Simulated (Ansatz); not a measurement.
# Cl₃F₂HOW: from a rough start to a stationary point

The task is to find a stationary geometry of Cl₃F₂HOW, then compute its harmonic vibrations to see whether it is a minimum and to get the zero-point energy and entropy.

Computed with Ansatz 0.2.0, Gaussian basis. Level: RKS PBE0-D4/def2-TZVP.

The runs, in order: relaxation at PBE0-D4/def2-TZVP; harmonic vibrations at the same level.

1 further run of the same task is left out (set aside as unsound or not needed). Runs told in other sessions of the task aren't counted.

### Step 1. Starting geometry

SMILES `[OH][W]([F])([F])([Cl])([Cl])[Cl]`, 8 atoms, charge 0, spin multiplicity 1.

Atoms are counted from 1 here; the program's logs count them from 0.

Bond lengths: O1–W2 1.790 Å, O1–H8 0.963 Å, W2–F3 1.845 Å, W2–F4 1.845 Å, W2–Cl5 2.218 Å, W2–Cl6 2.320 Å, W2–Cl7 2.319 Å. Angles: W2–O1–H8 179.9°, O1–W2–F3 90.4°, O1–W2–F4 90.4°, O1–W2–Cl5 179.9°, O1–W2–Cl6 90.0°, O1–W2–Cl7 90.2°, F3–W2–F4 179.2°, F3–W2–Cl5 89.6°, F3–W2–Cl6 89.9°, F3–W2–Cl7 90.1°, F4–W2–Cl5 89.6°, F4–W2–Cl6 90.0°, F4–W2–Cl7 89.9°, Cl5–W2–Cl6 89.9°, Cl5–W2–Cl7 89.9°, Cl6–W2–Cl7 179.8°.

Coordinates:

```xyz
8
Cl3F2HOW
O    -0.6443   -1.2311    0.5749
W     0.1234    0.2341   -0.1099
F     0.7770    0.6852    1.5559
F    -0.5189   -0.1944   -1.7850
Cl    1.0719    2.0511   -0.9571
Cl   -1.8063    1.4470    0.3219
Cl    2.0554   -0.9732   -0.5451
H    -1.0583   -2.0187    0.9443
```

The start is a GFN2-xTB geometry. W takes the def2 core potential; no spin-orbit term is included.

### Step 2. Relaxation at PBE0-D4/def2-TZVP

Input file in.yaml:

```yaml
crystal:
  periodic: [false, false, false]
  atoms:
    - {symbol: O, position_ang: [-0.644350, -1.231060, 0.574860]}
    - {symbol: W, position_ang: [0.123440, 0.234140, -0.109860]}
    - {symbol: F, position_ang: [0.777030, 0.685210, 1.555950]}
    - {symbol: F, position_ang: [-0.518870, -0.194430, -1.784990]}
    - {symbol: Cl, position_ang: [1.071930, 2.051130, -0.957080]}
    - {symbol: Cl, position_ang: [-1.806350, 1.447000, 0.321930]}
    - {symbol: Cl, position_ang: [2.055430, -0.973250, -0.545140]}
    - {symbol: H, position_ang: [-1.058260, -2.018740, 0.944320]}
basis:
  gaussian: {orbitals: def2-TZVP}
hamiltonian: {xc: pbe0, dispersion: d4}
relax: {f_tol: 0.005, max_steps: 150}
```

Started as:

```console
ansatz run in.yaml --threads 4 --pin off --events-out ev --progress --plain --max-ram 11315MiB
```

Further steps of the session: Force constants and modes.

**Question.** What will the summary of the whole plan be? Wanted: point group; shift from the start; total energy; dispersion term; dipole moment; lowest, highest wavenumber; zero-point energy.

**Answer**, as computed:

| quantity | value |
| --- | --- |
| point group | Cs |
| steps | 19 |
| shift from the start (rms) | 0.285 Å |
| total energy | -46882.6553 eV |
| dispersion term | -291 meV |
| dipole moment | 2.12 D |
| lowest, highest wavenumber | 92, 3875 cm⁻¹ |
| zero-point energy | 13.9 kcal/mol |
| entropy at 298.15 K | 422.6 J/(mol K) |

The atoms moved 0.29 Å (rms) from the start; the bond that changed most is W2–Cl5, from 2.218 to 2.283 Å. All wavenumbers are real, so the end point is a minimum. The stiffest mode, 3875 cm⁻¹, is an O–H stretch, and 4 modes under 200 cm⁻¹ make the vibrational entropy uncertain. Harmonic hybrid wavenumbers usually lie a few per cent above measured fundamentals. The largest Mulliken charge, +1.42 e, sits on W2.
